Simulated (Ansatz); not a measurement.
# CH8F2Si2: the cost of one run

Method: UKS PBE0-D4/STO-3G, in Ansatz 0.2.0.

## (1) Starting point

Bond lengths: Si1–C2 2.185 Å, Si1–F3 1.644 Å, Si1–F4 1.606 Å, Si1–H5 1.440 Å, Si1–H6 1.641 Å, Si1–Si7 2.592 Å, C2–H8 1.084 Å, C2–H9 1.095 Å, C2–H10 1.086 Å, Si7–H11 1.471 Å, Si7–H12 1.463 Å, Si7–H13 1.455 Å. Angles (14 of 27 angles, heavy atoms first): C2–Si1–F3 175.7°, C2–Si1–F4 85.0°, C2–Si1–Si7 85.7°, F3–Si1–F4 92.2°, F3–Si1–Si7 98.3°, F4–Si1–Si7 107.5°, Si1–C2–H8 89.6°, Si1–C2–H9 135.5°, Si1–C2–H10 107.5°, C2–Si1–H5 84.5°, C2–Si1–H6 39.6°, F3–Si1–H5 94.5°, F3–Si1–H6 144.2°, F4–Si1–H5 126.6°.

As a file:

```xyz
13

Si   -1.0982   -0.3918   -0.1645
C     0.5091   -0.9271    1.2162
F    -2.3867   -0.0355   -1.1214
F    -1.7757    0.3049    1.1142
H    -1.1072   -1.7960   -0.4816
H     0.4272    0.0610    0.2370
Si    0.5912    1.2976   -1.1696
H    -0.2290   -1.2698    1.9317
H     1.2391   -0.3738    1.8160
H     1.0241   -1.7873    0.7988
H     1.9820    0.8176   -1.1554
H     0.5798    2.5750   -0.4574
H     0.2442    1.5251   -2.5640
```

## (2) Run 1

150 steps of 0.5 fs at constant energy, with velocities drawn for 1000 K.

File input.yaml:

```yaml
crystal:
  periodic: [false, false, false]
  atoms:
    - { symbol: Si, position_ang: [-1.0982, -0.3918, -0.1645] }
    - { symbol: C, position_ang: [0.5091, -0.9271, 1.2162] }
    - { symbol: F, position_ang: [-2.3867, -0.0355, -1.1214] }
    - { symbol: F, position_ang: [-1.7757, 0.3049, 1.1142] }
    - { symbol: H, position_ang: [-1.1072, -1.796, -0.4816] }
    - { symbol: H, position_ang: [0.4272, 0.061, 0.237] }
    - { symbol: Si, position_ang: [0.5912, 1.2976, -1.1696] }
    - { symbol: H, position_ang: [-0.229, -1.2698, 1.9317] }
    - { symbol: H, position_ang: [1.2391, -0.3738, 1.816] }
    - { symbol: H, position_ang: [1.0241, -1.7873, 0.7988] }
    - { symbol: H, position_ang: [1.982, 0.8176, -1.1554] }
    - { symbol: H, position_ang: [0.5798, 2.575, -0.4574] }
    - { symbol: H, position_ang: [0.2442, 1.5251, -2.564] }
magnetization:
  spin_polarized: true
basis:
  gaussian: { orbitals: STO-3G }
hamiltonian:
  xc: pbe0
  dispersion: d4
md:
  timestep: 0.5
  n_steps: 150
  ensemble: nve
  temperature: 1000.0
  initial_velocities: maxwell_boltzmann
  seed: 158010
```

The run is started by

```bash
$ ansatz run input.yaml --threads 1 --pin off --max-ram 2048MiB --backend cpu --events-out ev --progress --plain --runs-dir out
```

What time and memory should one allow on 1 thread of Intel Xeon Platinum 8375C at 2.90GHz (Ice Lake), shared host?

About 10 min, with a peak of 0.18 GiB.
